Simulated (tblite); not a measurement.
# C5H7ClN2Si: the cost of one run

Programs: tblite 0.8.0 and PySCF 2.14.0, with density-fitted response routines of our own. Each step states its level of theory. These are calculated values for one molecule in the gas phase, unless marked as measured. Atoms count from 0, in the outputs and in this text.

## Step 1: The starting structure

16 atoms, charge 0, multiplicity 1; geometry from: force field or distance geometry start.

Bonds of the start (Å): C0–C1 1.35, C1–Si2 1.83, Si2–Cl3 2.07, Si2–N4 1.79, N4–C5 1.36, C5–C6 1.38, C6–C7 1.39, C7–N8 1.34, N8–N4 1.32, C0–H9 1.07, C0–H10 1.08, C1–H11 1.10, Si2–H12 1.46, C5–H13 1.08, C6–H14 1.08, C7–H15 1.08.

## Step 2: Geometry optimisation with GFN2-xTB

What the job is given:

```
{"job": {"kind": "relax", "xc": "GFN2-xTB", "basis": "xTB"}, "charge": 0, "multiplicity": 1}
C      3.230400     0.858600    -0.093500
C      2.210600     0.315400     0.607400
Si     0.912900    -0.524700    -0.371000
Cl     1.262500    -2.567400    -0.400600
N     -0.737600    -0.235700     0.260700
C     -1.861900    -0.420700    -0.482700
C     -2.928100    -0.095900     0.332100
C     -2.428100     0.287400     1.574800
N     -1.097800     0.177600     1.461000
H      3.150900     0.757400    -1.157800
H      4.042700     1.374600     0.400100
H      2.191700     0.360700     1.706700
H      0.940900     0.028300    -1.724700
H     -1.933000    -0.754500    -1.509700
H     -3.961100    -0.143200     0.023100
H     -3.002500     0.591100     2.432500
```

On the command line:

```
$ OMP_NUM_THREADS=1 python probes_run.py task.json out
```

One launch serves the whole session: the jobs run in the order shown.

Q: Estimate the wall time of this first job on 1 thread of Arm Neoverse N1, shared host.

About 3.4 s.
